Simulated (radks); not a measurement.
# Nuclear size and the levels of Zr

Aim: how the total energy, the levels and the density at the nucleus of Zr respond when the nuclear radius is scaled.

The numbers are computed with radks (a radial shooting solver on a logarithmic mesh, Libxc functionals) version 1 (Dirac Kohn-Sham, LDA (Slater exchange, Perdew-Wang correlation), spin-unpolarised, spherical densities, finite nucleus; open shells fill j = l - 1/2 first), except any that are marked as measured or tabulated.

### Step 1. The system

| Quantity | Value |
| --- | --- |
| element | zirconium (Z = 40) |
| charge | 0 |
| electrons | 40 |
| configuration | [Kr] 4d2 5s2 |
| nuclear rms radius | 4.2694 fm |

In the logs a row gives level, spin channel, occupation and eigenvalue; Etot, Ekin, Encl (electron-nucleus), Eh (Hartree) and Exc are energies, all in hartree; err is the last residual, it the number of iterations.

### Step 2. rms radius 4.2694 fm

Settings of this run:

```text
Z 40
configuration [Kr] 4d2 5s2 5p0 6s0
relativity Dirac
functional lda,pw
spin unpolarised
j_filling energy
nucleus finite rms 4.2694 fm
c 137.035999084
```

Log:

```text
1s1/2   1   2.0000        -653.79490562
2s1/2   1   2.0000         -90.59153364
2p1/2   1   2.0000         -82.99170173
2p3/2   1   4.0000         -79.84209328
3s1/2   1   2.0000         -14.82157241
3p1/2   1   2.0000         -11.99072085
3p3/2   1   4.0000         -11.48852010
3d3/2   1   4.0000          -6.47665066
3d5/2   1   6.0000          -6.38482230
4s1/2   1   2.0000          -2.00011475
4p1/2   1   2.0000          -1.23707350
4p3/2   1   4.0000          -1.17078129
4d3/2   1   2.0000          -0.13881505
4d5/2   1   0.0000          -0.13406660
5s1/2   1   2.0000          -0.16813573
5p1/2   1   0.0000          -0.05925670
5p3/2   1   0.0000          -0.05540463
6s1/2   1   0.0000          -0.00243364
Etot -3594.985822223875
Ekin 3713.9175161629596
Encl -8679.935248592072
Eh 1481.1225988215915
Exc -110.09068861635396
err 4.36430946206941e-10
it 15
```

4d3/2 is the highest filled level (-3.777 eV).

Sizes of the orbitals, from the radial functions (bohr):

```csv
level,occupation,energy (eV),<r>,outermost maximum (interpolated),90 % within,nodes
4p1/2,2,-33.662,1.348,1.16,2.01,2
4p3/2,4,-31.859,1.380,1.19,2.06,2
5s1/2,2,-4.575,3.699,3.12,5.51,4
4d3/2,2,-3.777,2.284,1.60,3.79,1
4d5/2,0,-3.648,2.313,1.62,3.84,1
5p1/2,0,-1.612,4.992,4.07,7.59,3
5p3/2,0,-1.508,5.120,4.17,7.79,3
6s1/2,0,-0.066,14.89,10.2,24.8,5
```

The radial density on a logarithmic grid:

```
r (bohr)  4πr²ρ (e/bohr)
 0.00126           1.060
 0.00198           2.393
 0.00310           5.155
 0.00489           10.69
 0.00766           20.20
  0.0121           34.02
  0.0189           46.99
  0.0298           50.03
  0.0471           43.19
  0.0737           48.63
   0.116           61.48
   0.182           44.26
   0.287           40.65
   0.449           40.48
   0.709           13.87
    1.12           9.234
    1.75           4.476
    2.76           1.404
    4.32          0.5686
    6.82         0.06545
```

### Step 3. rms radius 3.676 fm

Changes since step 2:

```diff
@@ -6,3 +6,3 @@
 j_filling energy
-nucleus finite rms 4.2694 fm
+nucleus finite rms 3.676 fm
 c 137.035999084
```

Log:

```text
1s1/2   1   2.0000        -653.79929100
2s1/2   1   2.0000         -90.59199368
2p1/2   1   2.0000         -82.99167207
2p3/2   1   4.0000         -79.84205858
3s1/2   1   2.0000         -14.82164954
3p1/2   1   2.0000         -11.99071347
3p3/2   1   4.0000         -11.48851180
3d3/2   1   4.0000          -6.47664392
3d5/2   1   6.0000          -6.38481565
4s1/2   1   2.0000          -2.00012603
4p1/2   1   2.0000          -1.23707155
4p3/2   1   4.0000          -1.17077924
4d3/2   1   2.0000          -0.13881397
4d5/2   1   0.0000          -0.13406554
5s1/2   1   2.0000          -0.16813645
5p1/2   1   0.0000          -0.05925629
5p3/2   1   0.0000          -0.05540422
6s1/2   1   0.0000          -0.00243364
Etot -3594.996182772885
Ekin 3713.9583833599145
Encl -8679.987181634406
Eh 1481.1234739404326
Exc -110.09085843882627
err 4.366212508356994e-10
it 15
```

Energy against step 2 (rms radius 4.2694 fm): -0.282 eV. 4d3/2 is the highest filled level (-3.777 eV).

### Step 4. rms radius 3.9364 fm

Changes since step 3:

```diff
@@ -6,3 +6,3 @@
 j_filling energy
-nucleus finite rms 3.676 fm
+nucleus finite rms 3.9364 fm
 c 137.035999084
```

Log:

```text
1s1/2   1   2.0000        -653.79743955
2s1/2   1   2.0000         -90.59179945
2p1/2   1   2.0000         -82.99168460
2p3/2   1   4.0000         -79.84207323
3s1/2   1   2.0000         -14.82161698
3p1/2   1   2.0000         -11.99071658
3p3/2   1   4.0000         -11.48851530
3d3/2   1   4.0000          -6.47664676
3d5/2   1   6.0000          -6.38481846
4s1/2   1   2.0000          -2.00012127
4p1/2   1   2.0000          -1.23707237
4p3/2   1   4.0000          -1.17078011
4d3/2   1   2.0000          -0.13881443
4d5/2   1   0.0000          -0.13406599
5s1/2   1   2.0000          -0.16813615
5p1/2   1   0.0000          -0.05925646
5p3/2   1   0.0000          -0.05540439
6s1/2   1   0.0000          -0.00243364
Etot -3594.9918086708503
Ekin 3713.941093908407
Encl -8679.965220312224
Eh 1481.123104473158
Exc -110.09078674019048
err 4.363786751506436e-10
it 15
```

E − E(step 2, rms radius 4.2694 fm) = -0.163 eV. 4d3/2 is the highest filled level (-3.777 eV).

### Step 5. rms radius 4.6323 fm

Changes since step 4:

```diff
@@ -6,3 +6,3 @@
 j_filling energy
-nucleus finite rms 3.9364 fm
+nucleus finite rms 4.6323 fm
 c 137.035999084
```

Log:

```text
1s1/2   1   2.0000        -653.79193334
2s1/2   1   2.0000         -90.59122185
2p1/2   1   2.0000         -82.99172183
2p3/2   1   4.0000         -79.84211681
3s1/2   1   2.0000         -14.82152014
3p1/2   1   2.0000         -11.99072585
3p3/2   1   4.0000         -11.48852572
3d3/2   1   4.0000          -6.47665522
3d5/2   1   6.0000          -6.38482681
4s1/2   1   2.0000          -2.00010710
4p1/2   1   2.0000          -1.23707483
4p3/2   1   4.0000          -1.17078268
4d3/2   1   2.0000          -0.13881578
4d5/2   1   0.0000          -0.13406732
5s1/2   1   2.0000          -0.16813525
5p1/2   1   0.0000          -0.05925698
5p3/2   1   0.0000          -0.05540491
6s1/2   1   0.0000          -0.00243364
Etot -3594.9788001479474
Ekin 3713.889967611743
Encl -8679.900199939224
Eh 1481.1220057022235
Exc -110.09057352269048
err 4.365230394074405e-10
it 15
```

Energy against step 2 (rms radius 4.2694 fm): +0.191 eV. The top filled level is 4d3/2, -3.777 eV.

### Step 6. rms radius 4.7433 fm

Changes since step 5:

```diff
@@ -6,3 +6,3 @@
 j_filling energy
-nucleus finite rms 4.6323 fm
+nucleus finite rms 4.7433 fm
 c 137.035999084
```

Log:

```text
1s1/2   1   2.0000        -653.79098057
2s1/2   1   2.0000         -90.59112191
2p1/2   1   2.0000         -82.99172827
2p3/2   1   4.0000         -79.84212435
3s1/2   1   2.0000         -14.82150339
3p1/2   1   2.0000         -11.99072746
3p3/2   1   4.0000         -11.48852752
3d3/2   1   4.0000          -6.47665669
3d5/2   1   6.0000          -6.38482826
4s1/2   1   2.0000          -2.00010465
4p1/2   1   2.0000          -1.23707526
4p3/2   1   4.0000          -1.17078313
4d3/2   1   2.0000          -0.13881602
4d5/2   1   0.0000          -0.13406755
5s1/2   1   2.0000          -0.16813510
5p1/2   1   0.0000          -0.05925707
5p3/2   1   0.0000          -0.05540500
6s1/2   1   0.0000          -0.00243364
Etot -3594.9765492185593
Ekin 3713.8811589450534
Encl -8679.888987112336
Eh 1481.1218155792117
Exc -110.09053663048861
err 4.3684662990910213e-10
it 15
```

Energy against step 2 (rms radius 4.2694 fm): +0.252 eV. Highest occupied level: 4d3/2 at -3.777 eV.

### Step 7. Results

```csv
rms radius (fm),total energy shift (eV),density at nucleus (e/bohr³),1s1/2 shift (meV),2s1/2 shift (meV),3s1/2 shift (meV),3p1/2 shift (meV),4s1/2 shift (meV)
3.676,-0.282,7.551e+04,-119,-12.5,-2.10,0.201,-0.307
3.9364,-0.163,7.501e+04,-69.0,-7.23,-1.21,0.116,-0.177
4.2694,0,7.441e+04,0,0,0,0,0
4.6323,0.191,7.382e+04,80.9,8.48,1.42,-0.136,0.208
4.7433,0.252,7.365e+04,107,11.2,1.88,-0.180,0.275
```

Shifts are against the first run. Over the range the 1s1/2 level moves by 0.226 eV and the 4s1/2 level by 0.582 meV. A larger nucleus binds the 1s electrons less and lowers the density at its centre. These are shifts of eigenvalues, not the field shifts of spectral lines.
